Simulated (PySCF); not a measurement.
# C3H8PSi: the cost of one run

The runs use PySCF 2.14.0; levels as typed in each script, gas phase, geometry from GFN2-xTB.

### Step 1. Where the work starts

SMILES `C=CC[SiH]P`, 13 atoms, charge 0, spin multiplicity 2.

Bond lengths: C1–C2 1.325 Å, C1–H6 1.078 Å, C1–H7 1.076 Å, C2–C3 1.482 Å, C2–H8 1.082 Å, C3–Si4 1.931 Å, C3–H9 1.090 Å, C3–H10 1.088 Å, Si4–P5 2.232 Å, Si4–H11 1.479 Å, P5–H12 1.385 Å, P5–H13 1.384 Å. Angles: C2–C1–H6 121.6°, C2–C1–H7 122.1°, H6–C1–H7 116.4°, C1–C2–C3 124.3°, C1–C2–H8 120.0°, C3–C2–H8 115.7°, C2–C3–Si4 106.0°, C2–C3–H9 110.6°, C2–C3–H10 111.3°, Si4–C3–H9 110.9°, Si4–C3–H10 109.5°, H9–C3–H10 108.5°, C3–Si4–P5 108.2°, C3–Si4–H11 108.3°, P5–Si4–H11 106.7°, Si4–P5–H12 95.8°, Si4–P5–H13 95.7°, H12–P5–H13 92.4°.

Geometry (Å):

```xyz
13
C3H8PSi
C     1.9370    1.2790   -0.0814
C     1.6828    0.0822    0.4264
C     1.1808   -1.0686   -0.3610
Si   -0.7180   -1.1602   -0.0210
P    -1.5107    0.9242    0.0731
H     1.8350    1.4776   -1.1365
H     2.2703    2.0999    0.5292
H     1.7936   -0.0896    1.4894
H     1.3799   -0.9219   -1.4222
H     1.6515   -1.9981   -0.0464
H    -0.9216   -1.7522    1.3185
H    -1.2721    1.2258   -1.2575
H    -2.8273    0.5820   -0.1805
```

### Step 2. Removing and adding an electron (PBE/def2-svpd)

Input file input.py:

```python
import numpy as np
from pyscf import gto, scf, dft
from pyscf.scf import atom_ks, atom_hf
from scipy.linalg import block_diag

def solve(mol, dm0=None, hcore=None):
    mf = (dft.UKS if mol.spin else dft.RKS)(mol, xc='pbe')
    mf.grids.level = 3
    mf = mf.density_fit(auxbasis='def2-universal-jkfit')
    mf.conv_tol, mf.max_cycle = 1e-8, 80
    if hcore is not None:
        mf.get_hcore = lambda *args: hcore
    mf.kernel(dm0)
    if not mf.converged:
        mf = mf.newton().run(mf.mo_coeff, mf.mo_occ, max_cycle=30)
    assert mf.converged, 'SCF not converged'
    return mf

mol = gto.M(atom='''
C      1.93702     1.27904    -0.08145
C      1.68284     0.08223     0.42643
C      1.18083    -1.06857    -0.36097
Si    -0.71803    -1.16019    -0.02103
P     -1.51074     0.92420     0.07309
H      1.83496     1.47758    -1.13648
H      2.27033     2.09994     0.52915
H      1.79364    -0.08963     1.48941
H      1.37993    -0.92194    -1.42215
H      1.65148    -1.99811    -0.04641
H     -0.92156    -1.75224     1.31852
H     -1.27209     1.22584    -1.25750
H     -2.82731     0.58203    -0.18053
''', basis='def2-svpd', charge=0, spin=1, verbose=4)
mf = solve(mol)
out = dict(e0=mf.e_tot, dm0=mf.make_rdm1(), c=mf.mo_coeff, occ=mf.mo_occ, eps=mf.mo_energy)
for name, dq, spin in [('cation', 1, 0), ('anion', -1, 0)]:
    ion = mol.copy().set(charge=mol.charge + dq, spin=spin).build()
    mi = solve(ion)
    if spin and dq > 0 and mol.nao < 130:
        c, _, stable, _ = mi.stability(return_status=True)
        if not stable:
            mi = solve(ion, mi.make_rdm1(c, mi.mo_occ))
    print(name, 'vertical energy change / eV', (mi.e_tot - mf.e_tot) * 27.211386)
    out.update({'e_' + name: mi.e_tot, 'dm_' + name: mi.make_rdm1(), 's2_' + name: mi.spin_square()[0], 'eps_' + name: mi.mo_energy, 'occ_' + name: mi.mo_occ})
# spherically averaged free atoms, for the promolecule
atm = atom_ks.get_atm_nrks(mol, xc='pbe')
pro = block_diag(*[(atm[a[0]][2] * atm[a[0]][3]) @ atm[a[0]][2].T for a in mol._atom])
np.savez('result.npz', pro=pro, **out)
```

The run is started by

```console
> OMP_NUM_THREADS=1 python input.py
```

What time and memory should one allow on 1 thread of Intel Xeon Platinum 8488C (Sapphire Rapids), shared host?

About 88 s, with a peak of 0.64 GiB.
